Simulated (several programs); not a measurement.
What each method gives for Al₂BiSb (ordering on zincblende)

Al₂BiSb as one 4-atom ordering (P-4m2) on the zincblende lattice, relaxed with r2SCAN in Ansatz, was computed with several methods. The symmetry is P-4m2 (No. 115, tetragonal); conventional cell a = 4.435 Å, c = 6.261 Å, 30.79 Å³ an atom. Sb has 4 Al at 2.69 Å; Al has 2 Sb at 2.69 Å and 2 Bi at 2.74 Å; Bi has 4 Al at 2.74 Å. Note: simulated data, non-magnetic, for a generated structure that need not be the stable one.

```cif
data_structure
_symmetry_space_group_name_H-M 'P 1'
_symmetry_Int_Tables_number 1
_cell_length_a 4.4351
_cell_length_b 4.4351
_cell_length_c 6.2614
_cell_angle_alpha 90.000
_cell_angle_beta 90.000
_cell_angle_gamma 90.000
_cell_volume 123.16
loop_
_atom_site_label
_atom_site_type_symbol
_atom_site_fract_x
_atom_site_fract_y
_atom_site_fract_z
_atom_site_occupancy
Sb1 Sb 0.00000 0.00000 0.00000 1
Al1 Al 0.00000 0.50000 0.75659 1
Bi1 Bi 0.50000 0.50000 0.50000 1
Al2 Al 0.50000 0.00000 0.24341 1
```

Gaps and times are for a single point on this cell; volume and bulk modulus come from each method's own relaxation or energy curve at fixed shape, which is too stiff where a cell has free coordinates or axes. Times are rough, from shared hosts (Arm Neoverse V1; Intel Xeon Platinum 8559C; NVIDIA H100 80GB HBM3), and each method has its own mesh and cell size. A dagger marks a closed or tiny gap in a crystal that DFT finds insulating: a failure of the method or a wrong SCF state. A double dagger marks a value from a curve with shape and coordinates held. PM6 (MOPAC), PM7 (MOPAC), GFN1-xTB (tblite), GFN2-xTB (tblite) treat a cluster of cells at its zone centre, which samples few k points: where these miss a band edge, the gap comes out too large for that reason alone. Gaps from k meshes are read at a limited set of points (mesh, symmetry points, PBE's band edges), so each method's own least gap may be somewhat smaller. xTB and the PM methods were fitted mostly to molecules, and can miss a solid's gap by electronvolts. Minimal bases can be far off for gaps. Times of the plane-wave ladder aren't listed, since it ran on unlike processors and cards. GLLB-SC's gap includes the derivative discontinuity. G0W0 is at finite bands, cutoff and mesh. d marks a direct gap, i an indirect one (no mark: not told apart), a dash a value that wasn't computed or didn't pass its checks.

| method | kind | gap (eV) | own volume (Å³/atom) | bulk modulus (GPa) | atoms computed | processor time |
| --- | --- | --- | --- | --- | --- | --- |
| light PBE (260 eV and a coarse mesh) | light plane-wave | 0.42 d | – | – | 4 | 1.6 s |
| GFN1-xTB (tblite) | tight binding | 0.00† | 31.65‡ | 45‡ | cluster | 2.2 s |
| GFN2-xTB (tblite) | tight binding | 1.09 | – | – | cluster | 2.2 s |
| PM6 (MOPAC) | semi-empirical | 3.71 | – | – | cluster | 4.2 s |
| PBE/SZV (CP2K) | small basis | 0.74 d | 32.00‡ | 48‡ | 4 | 7 s |
| PBE/single zeta (GPAW) | small basis | 0.25 d | – | – | 4 | 13 s |
| PBE | semilocal | 0.51 d | 31.61 | 44‡ | 4 | – |
| PM7 (MOPAC) | semi-empirical | 3.14 | – | – | cluster | 14 s |
| G0W0@r2SCAN (180 eV screening cutoff) | many-body | 1.27 | – | – | 4 | – |
| PBE/DZVP (CP2K) | small basis | 0.62 d | 31.73‡ | 44‡ | 4 | 18 s |
| r2SCAN | semilocal | 0.99 d | 30.79 | 50‡ | 4 | – |
| PBE+SOC | semilocal | 0.10 d | – | – | 4 | – |
| GLLB-SC (GPAW) | model potential | 1.36 | – | – | 4 | 41 s |
| G0W0@HSE06 (180 eV screening cutoff) | many-body | 1.38 | – | – | 4 | – |
| G0W0@PBE0 (180 eV screening cutoff) | many-body | 1.52 | – | – | 4 | – |
| G0W0@PBE (260 eV screening cutoff) | many-body | 1.02 | – | – | 4 | – |
| PBE0 | hybrid | 1.75 d | – | – | 4 | – |
| HSE06 | hybrid | 1.18 d | – | – | 4 | – |

Against HSE06 (1.18 eV) and with closed or daggered gaps left aside, the nearest gap at the points sampled is that of G0W0@r2SCAN (180 eV screening cutoff) (+0.09 eV) and the farthest that of PM6 (MOPAC) (+2.53 eV). HSE06 is only a yardstick of convenience, and nearness to it can be luck.

Volumes against r2SCAN's: PBE +2.7 %.

Only the rows marked +SOC include spin-orbit coupling.
